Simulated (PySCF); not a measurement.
# Cu2H22N5O4 ([(H2O)2(NH3)2Cu(mu-NH2)Cu(H2O)2(NH3)2]3+): the cost of one run

Computed with PySCF 2.14.0 and routines of our own; the level stands in each step. Atoms count from 0.

## 1. The system as given

33 atoms, charge 3, high-spin multiplicity 3; geometry from: idealised, bond lengths from ionic radii.

The system (corner-sharing dimer): [(H2O)2(NH3)2Cu(mu-NH2)Cu(H2O)2(NH3)2]3+. The metals (Cu(II), Cu(II)) are 3.82 Å apart; the bridge angle is 137°; the spin sites are atom 0 (1 unpaired) and atom 1 (1 unpaired).

## 2. Magnetic exchange: PBE0/def2-SVP H:def2-SV(P) in water

What the job is given:

```
{"job": {"kind": "bs", "xc": "PBE0", "basis": {"default": "def2-SVP", "H": "def2-SV(P)"}, "grid": 1, "solvent": "water"}, "charge": 3, "high_spin_multiplicity": 3, "spin_sites": [[[0], 1], [[1], 1]]}
Cu    -1.664700     0.055400    -0.132000
Cu     2.154300     0.055400    -0.132000
N      0.244800     0.807600    -0.132000
H      0.244800     1.419600    -0.948000
H      0.244800     1.419600     0.684000
O     -3.544100    -0.684900    -0.132000
H     -4.094700    -0.901800     0.634300
H     -4.094700    -0.901800    -0.898300
N     -1.664700     0.055400     1.948000
H     -0.991800     0.728300     2.315200
H     -2.583900     0.301700     2.315200
H     -1.418400    -0.863800     2.315200
O     -1.664700     0.055400    -2.152000
H     -1.122800     0.597300    -2.743700
H     -2.206600    -0.486400    -2.743700
N     -2.573600     2.362900    -0.132000
H     -2.708200     2.704500     0.819600
H     -1.941400     3.006500    -0.607800
H     -3.475000     2.402500    -0.607800
O      4.033800    -0.684900    -0.132000
H      4.584300    -0.901800     0.634300
H      4.584300    -0.901800    -0.898300
N      2.154300     0.055400     1.948000
H      2.827200     0.728300     2.315200
H      1.235100     0.301700     2.315200
H      2.400600    -0.863800     2.315200
O      2.154300     0.055400    -2.152000
H      2.696200     0.597300    -2.743700
H      1.612500    -0.486400    -2.743700
N      1.245400    -2.252000    -0.132000
H      1.110800    -2.593700     0.819600
H      0.344100    -2.291600    -0.607800
H      1.877600    -2.895700    -0.607800
```

Level: PBE0/def2-SVP H:def2-SV(P) high-spin and broken-symmetry single points, IEF-PCM water.

Launch:

```sh
$ OMP_NUM_THREADS=1 python exch_run.py task.json out
```

The driver reads the jobs from task.json and runs them one after another.

Q: Estimate the wall time and peak memory of this first job on 1 thread of Arm Neoverse V2, shared host.

About 2.9 min, with a peak of 2.1 GiB.
